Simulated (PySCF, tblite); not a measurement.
# C₆H₇BP radical: geometry, infrared bands and EPR parameters

What infrared bands and EPR parameters should C₆H₇BP radical (`[PH]B[C@@]12[C@@H]3[C@H]4[C@@H]3[C@@H]1[C@H]42`) show?

Computed with tblite 0.8.0 and PySCF 2.14.0, with density-fitted response routines of our own, on a single molecule in the gas phase. Atoms count from 0, in the outputs and in this text.

**1. The starting structure**

15 atoms, charge 0, multiplicity 2; geometry from: force field or distance geometry start.

Bonds of the start (Å): P0–B1 1.90, B1–C2 1.59, C2–C3 1.52, C3–C4 1.54, C4–C5 1.52, C5–C6 1.52, C6–C7 1.52, C6–C2 1.52, C7–C2 1.50, C5–C3 1.52, C7–C4 1.52, P0–H8 1.41, B1–H9 1.17, C3–H10 1.11, C4–H11 1.11, C5–H12 1.10, C6–H13 1.11, C7–H14 1.10.

**2. Optimising the geometry with GFN2-xTB**

Job settings and geometry (Å):

```
{"job": {"kind": "relax", "xc": "GFN2-xTB", "basis": "xTB"}, "charge": 0, "multiplicity": 2}
P      3.200000     1.094100     0.005000
B      1.506300     0.929200    -0.835100
C      0.282500     0.368100     0.007600
C     -1.135500     0.897100     0.146300
C     -1.418600    -0.337900     1.019200
C     -1.703200    -0.371000    -0.477700
C     -0.277700    -0.805900    -0.772500
C     -0.035900    -0.911400     0.728900
H      3.619200    -0.169700     0.461600
H      1.375200     1.236300    -1.952900
H     -1.523000     1.724600     0.772300
H     -2.316500    -0.807800     1.473100
H     -2.503500    -0.006100    -1.143200
H      0.103600    -1.776300    -1.167100
H      0.822700    -1.055100     1.403000
```

Command:

```console
$ OMP_NUM_THREADS=1 python probes_run.py task.json out
```

The driver reads the jobs from task.json and runs them one after another.

Log:

```text
step      E/eV     max force
  0    -540.91785    3.289
  1    -541.63812    1.986
  2    -542.22197    1.296
  3    -542.42542    1.040
  4    -542.62150    1.113
  5    -542.88070    1.247
  6    -543.10831    1.135
  7    -543.27619    1.022
  8    -543.39083    0.757
  9    -543.48188    0.525
 10    -543.52744    0.407
 11    -543.54847    0.360
 12    -543.56345    0.386
 13    -543.58641    0.502
 14    -543.61536    0.524
 15    -543.64292    0.425
 16    -543.66253    0.331
 17    -543.67778    0.348
 18    -543.69178    0.381
 19    -543.70793    0.374
 20    -543.72512    0.324
 21    -543.74502    0.354
 22    -543.76684    0.366
 23    -543.78738    0.327
 24    -543.80228    0.321
 25    -543.81422    0.282
 26    -543.81968    0.339
 27    -543.82953    0.236
 28    -543.83356    0.132
 29    -543.83731    0.128
 30    -543.84010    0.155
 31    -543.84419    0.187
 32    -543.84743    0.135
 33    -543.85027    0.136
 34    -543.85302    0.125
 35    -543.85758    0.191
 36    -543.86455    0.240
 37    -543.87201    0.196
 38    -543.87660    0.131
 39    -543.87893    0.085
 40    -543.88028    0.098
 41    -543.88174    0.108
 42    -543.88373    0.117
 43    -543.88602    0.143
 44    -543.88820    0.149
 45    -543.89002    0.107
 46    -543.89185    0.103
 47    -543.89400    0.120
 48    -543.89650    0.140
 49    -543.89954    0.182
 50    -543.90351    0.190
 51    -543.90873    0.160
 52    -543.91459    0.198
 53    -543.91962    0.189
 54    -543.92292    0.134
 55    -543.92489    0.091
 56    -543.92635    0.101
 57    -543.92786    0.109
 58    -543.92960    0.159
 59    -543.93169    0.110
 60    -543.93431    0.090
 61    -543.93580    0.107
 62    -543.93736    0.115
 63    -543.93907    0.120
 64    -543.94112    0.129
 65    -543.94367    0.125
 66    -543.94705    0.161
 67    -543.95147    0.180
 68    -543.95547    0.314
 69    -543.95796    0.188
 70    -543.96128    0.164
 71    -543.96341    0.137
 72    -543.96538    0.086
 73    -543.96685    0.112
 74    -543.96827    0.080
 75    -543.96913    0.126
 76    -543.96961    0.046
 77    -543.96993    0.035
 78    -543.97030    0.048
 79    -543.97051    0.037
 80    -543.97068    0.021
 81    -543.97073    0.014
 82    -543.97076    0.014
 83    -543.97079    0.016
 84    -543.97082    0.014
 85    -543.97084    0.015
 86    -543.97086    0.010
 87    -543.97088    0.010
 88    -543.97091    0.012
 89    -543.97094    0.013
 90    -543.97096    0.014
 91    -543.97099    0.012
 92    -543.97101    0.012
 93    -543.97104    0.011
 94    -543.97107    0.014
 95    -543.97109    0.016
 96    -543.97113    0.015
 97    -543.97116    0.010
```

Run time: 0.56 s. Hardware: 1 thread of Arm Neoverse V2, shared host; peak memory 0.18 GiB.

Relaxation path: (not every step is listed)

| step | energy from step 0 (eV) | largest force (eV/Å) |
| --- | --- | --- |
| 0 | 0.0000 | 3.2888 |
| 1 | -0.7203 | 1.9857 |
| 2 | -1.3041 | 1.2964 |
| 3 | -1.5076 | 1.0397 |
| 4 | -1.7036 | 1.1132 |
| 5 | -1.9629 | 1.2468 |
| 6 | -2.1905 | 1.1352 |
| 7 | -2.3583 | 1.0220 |
| 8 | -2.4730 | 0.7571 |
| 16 | -2.7447 | 0.3313 |
| 24 | -2.8844 | 0.3214 |
| 32 | -2.9296 | 0.1350 |
| 40 | -2.9624 | 0.0983 |
| 48 | -2.9786 | 0.1403 |
| 56 | -3.0085 | 0.1009 |
| 64 | -3.0233 | 0.1292 |
| 72 | -3.0475 | 0.0863 |
| 80 | -3.0528 | 0.0209 |
| 88 | -3.0531 | 0.0124 |
| 92 | -3.0532 | 0.0122 |
| 93 | -3.0532 | 0.0114 |
| 94 | -3.0532 | 0.0136 |
| 95 | -3.0532 | 0.0159 |
| 96 | -3.0533 | 0.0153 |
| 97 | -3.0533 | 0.0099 |

Close pairs (by a distance rule), those that changed most:

| bond | before (Å) | after (Å) | change (Å) |
| --- | --- | --- | --- |
| B1–C2 | 1.588 | 1.520 | -0.069 |
| C6–C7 | 1.524 | 1.478 | -0.047 |
| C2–C7 | 1.503 | 1.545 | +0.042 |
| C6–H13 | 1.115 | 1.075 | -0.040 |
| C4–H11 | 1.110 | 1.074 | -0.037 |
| C3–C4 | 1.539 | 1.505 | -0.034 |
| C3–H10 | 1.108 | 1.074 | -0.033 |
| C5–H12 | 1.103 | 1.074 | -0.029 |

The final coordinates are the input of the step that follows.

**3. Infrared spectrum with GFN2-xTB**

Job settings and geometry (Å):

```
{"job": {"kind": "ir", "xc": "GFN2-xTB", "basis": "xTB"}, "charge": 0, "multiplicity": 2}
P      3.230179     0.413065    -0.551076
B      1.551779     1.246599    -0.503837
C      0.291428     0.468609    -0.164261
C     -1.201903     0.834287    -0.041326
C     -1.405837    -0.236983     0.995989
C     -1.603262    -0.554320    -0.461321
C     -0.127788    -0.964983    -0.557686
C      0.065738    -0.652890     0.873797
H      2.808521    -0.872952    -0.202685
H      1.492896     2.393518    -0.748167
H     -1.710220     1.771190    -0.176848
H     -2.087419    -0.281446     1.824301
H     -2.470652    -0.893380    -0.995854
H      0.391143    -1.637304    -1.217141
H      0.770983    -1.025022     1.594822
```

Log:

```text
mode    cm-1     km/mol
  1      83.9      1.56
  2     122.0      0.62
  3     151.0      3.37
  4     201.5     16.43
  5     303.0      1.02
  6     583.4      8.16
  7     595.3      6.36
  8     683.7     35.27
  9     719.3      0.30
 10     769.0      6.26
 11     808.6     10.45
 12     824.7     14.04
 13     826.1      8.32
 14     860.0      5.86
 15     884.8     43.45
 16     895.9      0.51
 17     912.1      1.14
 18     930.6      0.24
 19     945.5     51.16
 20     953.0      0.04
 21     972.2     22.67
 22    1007.8     22.29
 23    1016.7      0.50
 24    1020.4     31.47
 25    1077.2     22.52
 26    1094.9     60.02
 27    1111.2      0.12
 28    1191.8      7.13
 29    1221.2      0.71
 30    1282.2      6.34
 31    1382.7      5.41
 32    1404.2     25.29
 33    2243.4    215.66
 34    2613.4    132.42
 35    3101.5     15.11
 36    3110.9     12.33
 37    3117.7     48.68
 38    3122.2     41.75
 39    3133.2     78.15
```

It took 0.42 s on 1 thread of Arm Neoverse V2, shared host; peak memory 0.18 GiB.

Which atoms move in the most intense modes:

| cm⁻¹ | km/mol | atoms |
| --- | --- | --- |
| 885 | 43.5 | H14 39 %, H13 36 % |
| 946 | 51.2 | H14 21 %, H13 21 %, H10 13 %, C2 11 % |
| 1095 | 60.0 | H10 26 %, C3 18 %, B1 16 %, H9 14 % |
| 2243 | 215.7 | H8 97 % |
| 2613 | 132.4 | H9 92 % |
| 3118 | 48.7 | H10 62 %, H12 10 % |
| 3122 | 41.8 | H12 46 %, H11 40 % |
| 3133 | 78.2 | H11 44 %, H12 31 %, H10 16 % |

**4. g tensor and hyperfine couplings: B3LYP/pcH-1**

The job, as its differences from that of step 3:

```diff
@@ -1,2 +1,2 @@
-{"job": {"kind": "ir", "xc": "GFN2-xTB", "basis": "xTB"}, "charge": 0, "multiplicity": 2}
+{"job": {"kind": "epr", "basis": "pcH-1"}, "charge": 0, "multiplicity": 2}
 P      3.230179     0.413065    -0.551076
```

Level: UKS B3LYP, pcH-1 on B C H P, non-relativistic, mean-field spin-orbit, GIAO.

Log:

```text
UKS, coarse grid
  cycle   1  E = -598.81490864  |g| = 2.69e-01
  cycle   2  E = -598.80131167  |g| = 3.05e-01
  cycle   3  E = -598.85328770  |g| = 8.15e-02
  cycle   4  E = -598.85643820  |g| = 2.91e-02
  cycle   5  E = -598.85696321  |g| = 9.43e-03
  cycle   6  E = -598.85701889  |g| = 4.22e-03
  cycle   7  E = -598.85703038  |g| = 1.61e-03
  cycle   8  E = -598.85703248  |g| = 7.82e-04
UKS, final grid
  cycle   1  E = -598.85703021  |g| = 1.12e-03
  cycle   2  E = -598.85702927  |g| = 1.77e-03
  cycle   3  E = -598.85703084  |g| = 1.41e-04
  cycle   4  E = -598.85703085  |g| = 2.74e-05
  cycle   5  E = -598.85703085  |g| = 2.45e-05
E = -598.85703085 Eh   <S^2> = 0.7539 (exact 0.7500)
g shifts (ppm)      1          2          3
  rmc          -157       -157       -157
  gc              3         38         30
  oz_so          72       5333      21889
  total         -82       5215      21762
hyperfine (MHz)  atom isotope    a_iso     a_fc   dipolar eigenvalues
    0   31P     102.92     100.59   -272.57   -260.87    533.44
    1   11B     -10.48     -10.24     -3.61     -0.51      4.12
    2   13C       1.18       1.29     -5.59     -3.76      9.36
    3   13C      -0.84      -0.79     -1.81     -0.98      2.80
    4   13C       8.19       8.19     -1.01     -0.88      1.89
    5   13C       8.25       8.24     -1.01     -0.88      1.89
    6   13C      12.11      12.11     -4.05     -3.92      7.97
    7   13C      11.94      11.93     -4.07     -3.94      8.02
    8    1H     -30.15     -30.40    -14.62      2.10     12.52
    9    1H      -4.54      -4.51     -4.09     -1.80      5.89
   10    1H      -1.34      -1.33     -0.90     -0.79      1.68
   11    1H       9.65       9.65     -0.88     -0.57      1.45
   12    1H       9.57       9.57     -0.88     -0.57      1.45
   13    1H       0.08       0.08     -3.05      0.49      2.56
   14    1H       0.06       0.06     -3.05      0.50      2.55
```

Run time: 100 s. Hardware: 1 thread of Arm Neoverse V2, shared host; peak memory 1.1 GiB.

Principal g values 2.00224, 2.00753, 2.02408; g(iso) = 2.01128, against 2.00232 for a free electron.

Mean a(iso) over the nuclei that a row names, and the largest dipolar term of the row (other rows stand at the frozen geometry):

| nuclei | isotope | a(iso) (MHz) | a(iso) (G, at g = 2.0023) | largest dipolar term (MHz) |
| --- | --- | --- | --- | --- |
| P0 | 31P | 102.9 | 36.7 | 533.4 |
| H8 | 1H | -30.2 | -10.8 | -14.6 |
| C6, C7 | 13C | 12.0 | 4.3 | 8.0 |
| B1 | 11B | -10.5 | -3.7 | 4.1 |
| H11, H12 | 1H | 9.6 | 3.4 | 1.5 |
| C4, C5 | 13C | 8.2 | 2.9 | 1.9 |
| H9 | 1H | -4.5 | -1.6 | 5.9 |
| H10 | 1H | -1.3 | -0.5 | 1.7 |
| C2 | 13C | 1.2 | 0.4 | 9.4 |
| C3 | 13C | -0.8 | -0.3 | 2.8 |
| H13, H14 | 1H | 0.1 | 0.0 | -3.0 |

Mulliken spin populations:

P0 0.87; B1 0.06; C2 0.01; C3 0.01; C4 0.00; C5 0.00; C6 0.03; C7 0.03; H8 -0.03; H9 0.00; H10 0.00; H11 0.00; H12 0.00; H13 0.00; H14 0.00

In first order the couplings over 0.8 MHz of 31P, 1H, 11B give 192 distinct lines over 67.7 G, if the averaged nuclei exchange fast; the same motion can average rows kept apart here too.

The fields below are evaluated on a grid from the run's orbitals.

ELF in a plane through or near 7 of the atoms.

Ten even steps from '0' (0.00) to '9' (1.00):
```
0000000000000000000000000000
0000000000000000000000000000
0000000024310000000000000000
0000000599970000453000000000
0000001999991006999600000000
0000000799991017999810000000
0001100389951137999500000000
0146643451266574265100000000
0489974881194295043000000000
1699916197582453464100000000
1689928253124641388610000000
0478853884002674278620000000
0134459999002796113310000000
0001139998001575000100000000
0000016993000121000000000000
0000001430000000000000000000
0000000000000000000000000000
0000000000000000000000000000
0000000000000000000000000000
0000000000000000000000000000
```
The map spans 11.8 Å across and 9.6 Å up, centred on the molecule. Atoms in the plane (x, y in Å): P0 (-3.3, 0.0), B1 (-1.8, 1.0), C2 (-0.4, 0.4), C3 (1.1, 1.0), H8 (-2.7, -1.3), H9 (-1.9, 2.2), H10 (1.4, 2.0).

On the surface of density 0.002 e/bohr³ the electrostatic potential runs, from the 1st to the 99th percentile, from -1.02 V near P0 to 1.04 V near H14.

The spin density lies nearest to P0 68 %; H8 9 %; B1 8 %.

**5. Summary of results**

| quantity | value |
| --- | --- |
| strongest single infrared mode (GFN2-xTB) | 2243 cm⁻¹, 216 km/mol |
| zero-point energy (GFN2-xTB) | 67.6 kcal/mol |
| g(iso) (B3LYP) | 2.01128 |
| ⟨S²⟩ | 0.754 (exact 0.75) |
| largest a(iso) (averaged by class) | 31P on P0, 102.9 MHz |
| potential on the surface of density 0.002 e/bohr³, 1st and 99th percentile | -1.02 V and 1.04 V |

What this shows: The optimisation took 97 steps and gained 3.053 eV; among the close pairs (by a distance rule), B1–C2 changed most, from 1.588 to 1.520 Å. All 39 modes are real, so the xTB geometry is a minimum. The strongest single mode, at 2243 cm⁻¹, moves mainly H8. Unscaled tight-binding wavenumbers are off by several per cent, some by more. Its intensities can rank the bands wrongly. P0 carries the largest spin population, 0.87 e. The isotropic g lies 9.0 ppt above the free-electron value. These values are for one conformer; the search (at its own cheap level) found 2 more, at 0.00, 0.39 kcal/mol (those within 0.05 may be mirror or relabelled copies), and measured spectra average over such forms.
